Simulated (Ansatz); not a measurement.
# ScSbSe3: the cost of one run

Computed with Ansatz 0.2.0 (DFT PBE, scalar-relativistic, plane waves, PAW, unless a step's input says otherwise).

### Step 1. The structure to begin with

It takes space group Pm-3m (No. 221, cubic). Conventional cell: a = 5.063 Å, b = 5.063 Å, c = 5.063 Å, α = 90.00°, β = 90.00°, γ = 90.00°. Sc (site symmetry m-3m) has 6 Se at 2.53 Å in its first shell of neighbours. Sb (site symmetry m-3m) is surrounded by 12 Se at 3.58 Å. Around Se (site symmetry 4/mmm) lie 2 Sc at 2.53 Å and 4 Sb at 3.58 Å.

Structure file:

```
CELL_PARAMETERS angstrom
5.06318 0.00000 0.00000
0.00000 5.06318 0.00000
0.00000 0.00000 5.06318
ATOMIC_POSITIONS crystal
Sc 0.50000 0.50000 0.50000
Sb 0.00000 0.00000 0.00000
Se 0.00000 0.50000 0.50000
Se 0.50000 0.00000 0.50000
Se 0.50000 0.50000 0.00000
```

Recipe of the guess: species swapped into a database cell of TmBRh3 (Pm-3m, No. 221), with Sb on the Tm sites, Sc on the B sites and Se on the Rh sites. Its size is a rough estimate.

### Step 2. The guess as it stands, on a coarse mesh

input.yaml

```yaml
crystal:
  lattice:
    - [5.06318454, 0.0, 0.0]
    - [0.0, 5.06318454, 0.0]
    - [0.0, 0.0, 5.06318454]
  atoms:
    - { symbol: Sc, position: [0.5, 0.5, 0.5] }
    - { symbol: Sb, position: [0.0, 0.0, 0.0] }
    - { symbol: Se, position: [0.0, 0.5, 0.5] }
    - { symbol: Se, position: [0.5, 0.0, 0.5] }
    - { symbol: Se, position: [0.5, 0.5, 0.0] }
basis:
  ecutwfc: 420
kpoints:
  mp_grid: { grid: [4, 4, 4] }
hamiltonian:
  xc: pbe
scf:
  occupations: { method: gaussian, width: 0.1 }
  lower_state_search: "off"
output:
  forces: true
  stress: true
  eigenvalues: true
```

On the command line:

```bash
$ ansatz run input.yaml --threads 1 --pin off --max-ram 2560MiB --backend cpu --events-out ev --progress --plain --runs-dir out
```

**Question.** How long does this run take on 1 thread of Arm Neoverse V1, shared host, and how much memory does it need?

About 4 s, with a peak of 0.4 GiB.
